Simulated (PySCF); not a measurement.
**ZnSi (triplet) under other conditions**

Aim: change spin, charge, geometry, field or solvent of ZnSi (triplet), one at a time, and compare with the base run.

Program: PySCF 2.14.0. Level of theory: each script names its method and basis. These are calculated values, not measurements.

7 further runs of the same task are left out: 7 that didn't finish.

## Step 1: Starting geometry

ZnSi (triplet): 2 atoms, charge 0, spin multiplicity 3.

Bond lengths: Zn1–Si2 2.305 Å.

## Step 2: The base run

Input file input.py:

```python
from pyscf import gto, scf, mp

mol = gto.M(
    atom='Zn 0 0 0; Si 0 0 2.305',
    basis='sbkjc',
    ecp={'Zn': 'sbkjc', 'Si': 'sbkjc'},
    charge=0,
    spin=2,
    symmetry=True,
    verbose=3,
)
mf = scf.UHF(mol)
mf = mf.newton()
mf.kernel()
mp.MP2(mf).kernel()
mf.dip_moment()
print('orbital energies (hartree):', [e[max(0, n-3):n+3].round(4) for e, n in zip(mf.mo_energy, mol.nelec)])
```

Started as:

```sh
> OMP_NUM_THREADS=1 python input.py
```

The log of this run is left out.

Base result: E(SCF) = -224.862154 Eh, E(MP2) − E(SCF) = -0.36399 Eh, ⟨S²⟩ = 2.006, μ = 3.54 D (of the SCF density).

The bond length is a typed value, not an optimised one. The triplet is typed in the script; nothing here shows that it is the ground state.

## Step 3: Bond 0.3 Å

Edit 1 changes bond length: 2.305 Å → 0.3 Å.

Input file input.py:

```python
from pyscf import gto, scf, mp

mol = gto.M(
    atom='Zn 0 0 0; Si 0 0 0.3',
    basis='sbkjc',
    ecp={'Zn': 'sbkjc', 'Si': 'sbkjc'},
    charge=0,
    spin=2,
    symmetry=True,
    verbose=3,
)
mf = scf.UHF(mol)
mf = mf.newton()
mf.kernel()
mp.MP2(mf).kernel()
mf.dip_moment()
print('orbital energies (hartree):', [e[max(0, n-3):n+3].round(4) for e, n in zip(mf.mo_energy, mol.nelec)])
```

Started as:

```sh
> OMP_NUM_THREADS=1 python input.py
```

## Step 4: Charge +1 (doublet)

Edit 2 changes charge: 0 → 1; spin (2S): 2 → 1.

Changes to input.py since step 2:

```diff
@@ -6,4 +6,4 @@
     ecp={'Zn': 'sbkjc', 'Si': 'sbkjc'},
-    charge=0,
-    spin=2,
+    charge=1,
+    spin=1,
     symmetry=True,
```

## Step 5: Electric field 0.005 a.u.

Edit 3 changes electric field: none → 0.005 a.u.; point-group symmetry: on → off.

Changes to input.py since step 2:

```diff
@@ -8,3 +8,2 @@
     spin=2,
-    symmetry=True,
     verbose=3,
@@ -12,2 +11,7 @@
 mf = scf.UHF(mol)
+field = 0.005  # electric field along z, atomic units
+h = mf.get_hcore() + field*mol.intor('int1e_r')[2]
+mf.get_hcore = lambda *args: h
+e_nuc = mol.energy_nuc() - field*mol.atom_charges() @ mol.atom_coords()[:, 2]
+mf.energy_nuc = lambda *args: e_nuc
 mf = mf.newton()
```

## Step 6: Electric field 0.01 a.u.

Edit 4 changes electric field: none → 0.01 a.u.; point-group symmetry: on → off.

Changes to input.py since step 2:

```diff
@@ -8,3 +8,2 @@
     spin=2,
-    symmetry=True,
     verbose=3,
@@ -12,2 +11,7 @@
 mf = scf.UHF(mol)
+field = 0.01  # electric field along z, atomic units
+h = mf.get_hcore() + field*mol.intor('int1e_r')[2]
+mf.get_hcore = lambda *args: h
+e_nuc = mol.energy_nuc() - field*mol.atom_charges() @ mol.atom_coords()[:, 2]
+mf.energy_nuc = lambda *args: e_nuc
 mf = mf.newton()
```

## Step 7: Charge -1 (doublet)

Edit 5 changes charge: 0 → -1; spin (2S): 2 → 1.

Changes to input.py since step 2:

```diff
@@ -6,4 +6,4 @@
     ecp={'Zn': 'sbkjc', 'Si': 'sbkjc'},
-    charge=0,
-    spin=2,
+    charge=-1,
+    spin=1,
     symmetry=True,
```

Before running it: what results should come out? Wanted: for each run, E(SCF); from base; SCF dipole; after the SCF.

As calculated:

| run | E(SCF) (hartree) | from base (eV) | SCF dipole (D) | after the SCF |
| --- | --- | --- | --- | --- |
| base | -224.862154 | 0 | 3.54 | MP2 correlation -9.905 eV |
| bond 0.3 Å (poor choice) | -147.501330 | +2105.0953 | 1.58 | MP2 correlation -7.302 eV |
| charge +1 (doublet) | -224.731587 | +3.5529 | n/a | MP2 correlation -10.250 eV |
| electric field 0.005 a.u. | -228.618083 | -102.2040 | 0.78 | MP2 correlation -11.897 eV |
| electric field 0.01 a.u. | -228.617931 | -102.1999 | 0.63 | MP2 correlation -11.919 eV |
| charge -1 (doublet) | -224.968249 | -2.8870 | n/a | MP2 correlation -10.287 eV |

Of the runs whose energies can be compared, “bond 0.3 Å” moves the SCF energy most (+2105.095 eV). At the SCF level, going to the doublet with one electron fewer costs 3.55 eV at fixed geometry. At the SCF level, adding an electron (to the doublet) releases 2.89 eV at fixed geometry. Rows marked «poor choice» come from settings spoiled on purpose.
